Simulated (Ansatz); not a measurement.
# C₂H₃ClFGa: one species, many methods

An exercise on one series of results from a longer session: the logs are not shown, and one member is left open.

Method: functionals in def2-TZVPP, the program's frozen cores in correlated methods; program: Ansatz 0.2.0, Gaussian basis.

The runs, in order: LDA (SPW92), PBE-D4, revPBE-D4, BLYP-D4, r2SCAN-D4, B97M-V, PBE0-D4, B3LYP-D4, r2SCANh-D4, r2SCAN0-D4, HSE06-D4, BHLYP-D4, CAM-B3LYP-D4, LC-ωPBE, ωB97X-V, ωB97M-V, B2PLYP, PBE-QIDH; CCSD(T)/def2-SVP; CCSD(T)/def2-TZVPP; MP2/def2-QZVPP; extrapolation to the limit; RPA on PBE.

### The relaxed structure

An earlier PBE0-D4 in a triple-zeta def2 set relaxation fixed the geometry.

8 atoms, charge 0, spin multiplicity 1.

Atoms are counted from 1 here; the program's logs count them from 0.

Bond lengths: F1–C2 1.352 Å, C2–Cl3 1.797 Å, C2–C4 1.521 Å, C2–Ga5 1.951 Å, C4–Ga5 1.967 Å, C4–H6 1.094 Å, C4–H7 1.088 Å, Ga5–H8 1.536 Å. Angles: F1–C2–Cl3 109.8°, F1–C2–C4 117.6°, F1–C2–Ga5 140.1°, Cl3–C2–C4 109.6°, Cl3–C2–Ga5 104.0°, C4–C2–Ga5 67.7°, C2–C4–Ga5 66.6°, C2–C4–H6 109.8°, C2–C4–H7 120.0°, Ga5–C4–H6 107.7°, Ga5–C4–H7 132.1°, H6–C4–H7 112.3°, C2–Ga5–C4 45.7°, C2–Ga5–H8 156.5°, C4–Ga5–H8 157.7°.

The first run:

The input, in.yaml:

```yaml
crystal:
  periodic: [false, false, false]
  atoms:
    - {symbol: F, position_ang: [1.125159, 0.195119, 1.715595]}
    - {symbol: C, position_ang: [0.638225, -0.166779, 0.507590]}
    - {symbol: Cl, position_ang: [1.983081, -0.713859, -0.550645]}
    - {symbol: C, position_ang: [-0.219314, 0.843818, -0.237971]}
    - {symbol: Ga, position_ang: [-0.946477, -0.983527, -0.284513]}
    - {symbol: H, position_ang: [-0.816177, 1.420934, 0.474358]}
    - {symbol: H, position_ang: [0.225639, 1.471650, -1.007218]}
    - {symbol: H, position_ang: [-1.898037, -2.124457, -0.672996]}
basis:
  gaussian: {orbitals: def2-TZVPP}
hamiltonian: {xc: lda}
output: {orbitals: {seedname: orbitals}}
```

Launch:

```bash
> ansatz run in.yaml --threads 4 --pin off --events-out ev --progress --plain --max-ram 10444MiB
```

Among the steps run: LDA; PBE-D4 (GGA); revPBE-D4 (GGA); BLYP-D4 (GGA); r2SCAN-D4 (meta-GGA); B97M-V (meta-GGA); B3LYP-D4 (hybrid); r2SCANh-D4 (hybrid); r2SCAN0-D4 (hybrid); HSE06-D4 (hybrid); BHLYP-D4 (hybrid); CAM-B3LYP-D4 (range-separated); LC-ωPBE (range-separated); ωB97X-V (range-separated); ωB97M-V (range-separated); B2PLYP (double hybrid); PBE-QIDH (double hybrid).

One table of the session follows, with a row left open; its other results are not shown here.

It belongs to the step «Frontier levels by functional». 

```
  functional  HOMO (eV)  LUMO (eV)  gap (eV)
 LDA (SPW92)      -5.42      -2.88      2.54
      PBE-D4      -5.24      -2.59      2.65
   revPBE-D4      -5.17      -2.46      2.71
     BLYP-D4      -5.14      -2.53      2.60
   r2SCAN-D4      -5.47      -2.35      3.12
      B97M-V      -5.50      -2.54      2.96
     PBE0-D4      -6.36      -1.81      4.55
    B3LYP-D4          ?          ?         ?
  r2SCANh-D4      -5.88      -2.07      3.81
  r2SCAN0-D4      -6.52      -1.67      4.85
    HSE06-D4      -5.97      -2.18      3.79
    BHLYP-D4      -7.41      -1.08      6.34
CAM-B3LYP-D4      -7.68      -0.92      6.76
     LC-ωPBE      -8.94       0.27      9.20
     ωB97X-V      -8.61       0.12      8.74
     ωB97M-V      -8.50      -0.09      8.41
```

**Question.** Estimate the row for B3LYP-D4.

Worked estimate for «HOMO (eV)». Against the share of exact exchange, BLYP-D4 (0, -5.14), BHLYP-D4 (0.5, -7.41) give a slope of -4.54 per unit share; at 0.2 the line stands at -6.05.

**Answer.** HOMO (eV): -6.19; LUMO (eV): -2.08; gap (eV): 4.11. In «HOMO (eV)» the line misses by +0.14.
